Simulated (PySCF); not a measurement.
# [Bi(SH)4]+: other functionals and bases at one geometry

An exercise on one series of results from a longer session: the logs are not shown, and one member is left open.

Computed with PySCF 2.14.0. Level: several levels, as the steps say, no spin–orbit coupling.

4 further runs of the same task are left out: 2 for a known fault of the program, 1 that didn't finish, 1 set aside as unsound or not needed.

## The starting structure

9 atoms, charge 1, spin multiplicity 1.

Bond lengths: Bi1–S2 2.525 Å, Bi1–S4 2.525 Å, Bi1–S6 2.525 Å, Bi1–S8 2.525 Å, S2–H3 1.363 Å, S4–H5 1.363 Å, S6–H7 1.363 Å, S8–H9 1.363 Å. Angles: S2–Bi1–S4 117.7°, S2–Bi1–S6 105.5°, S2–Bi1–S8 105.5°, S4–Bi1–S6 105.5°, S4–Bi1–S8 105.5°, S6–Bi1–S8 117.7°, Bi1–S2–H3 92.9°, Bi1–S4–H5 92.9°, Bi1–S6–H7 92.9°, Bi1–S8–H9 92.9°.

Coordinates:

```xyz
9
BiH4S4
Bi    0.0000    0.0000    0.0000
S     1.4696    1.5838    1.3060
H     2.4437    0.6464    1.4783
S    -1.4696   -1.5838    1.3060
H    -2.4437   -0.6464    1.4783
S     1.5838   -1.4695   -1.3060
H     0.6465   -2.4437   -1.4782
S    -1.5838    1.4695   -1.3060
H    -0.6465    2.4437   -1.4782
```

Formal oxidation states: Bi +5. An earlier session relaxed this geometry at TPSS, Bi def2-SVP with ECP60, S def2-SVP, H def2-SVP (singlet, point group S4).

At TPSS on the finer grid: E = -1809.101048 Eh, HOMO -11.31 eV, LUMO -9.85 eV, Mulliken charge on Bi1 +0.72 e, largest force component 0.010 eV/Å. 

Levels to run: revPBE; TPSSh; M06-L; PBE0; TPSS, TZVP; TPSS, x2c-SVP. Hardware: 2 threads of Arm Neoverse V2, shared host.

The first run:

Input file run.py (the lines that set the calculation):

```python
mol = gto.M(atom='''
Bi     0.00000     0.00000    -0.00002
S      1.46958     1.58376     1.30597
H      2.44369     0.64640     1.47827
S     -1.46958    -1.58376     1.30597
H     -2.44369    -0.64640     1.47827
S      1.58376    -1.46955    -1.30602
H      0.64655    -2.44373    -1.47821
S     -1.58376     1.46955    -1.30602
H     -0.64655     2.44373    -1.47821''',
    basis={'Bi': 'def2-SVP', 'S': 'def2-SVP', 'H': 'def2-SVP'},
    ecp={'Bi': 'def2-SVP'},
    charge=1, spin=0)
mf = dft.RKS(mol, xc='PBE_R,PBE')
mf.grids.atom_grid = (75, 302)
mf = mf.density_fit()  # fitting sets: Bi def2-universal-JKFIT, S def2-universal-JKFIT, H def2-universal-JKFIT
mf.conv_tol = 1e-08; mf.max_cycle = 55
mf.kernel(dm0)  # dm0: the density of the relaxed state
```

Started as:

```console
$ OMP_NUM_THREADS=2 python run.py
```

Steps of the session up to this table: revPBE; TPSSh; M06-L; PBE0; TPSS, TZVP; TPSS, x2c-SVP.

One table of the session follows, with a row left open; its other results are not shown here.

```
              level  HOMO (eV)  gap (eV)  charge on Bi1 (e)  largest force component (eV/Å)
TPSS (relaxed here)     -11.31      1.46               0.72                            0.01
             revPBE          ?         ?                  ?                               ?
              TPSSh     -11.81      2.19               0.74                            0.18
              M06-L     -11.49      1.54               0.97                            0.25
               PBE0     -12.42      3.19               0.72                            0.34
         TPSS, TZVP     -11.28      1.52               0.86                            0.34
      TPSS, x2c-SVP     -11.30      1.44               0.69                            0.06
```

Estimate the missing values for revPBE.

As computed: HOMO (eV): -11.10; gap (eV): 1.32; charge on Bi1 (e): 0.69; largest force component (eV/Å): 0.19. In the column «HOMO (eV)» it is the highest.

In one basis the HOMO–LUMO gap runs from 1.32 eV (revPBE) to 3.19 eV (PBE0). The largest leftover force, 0.34 eV/Å with PBE0, stands at a geometry relaxed at another level. Total energies of different levels can't be compared.
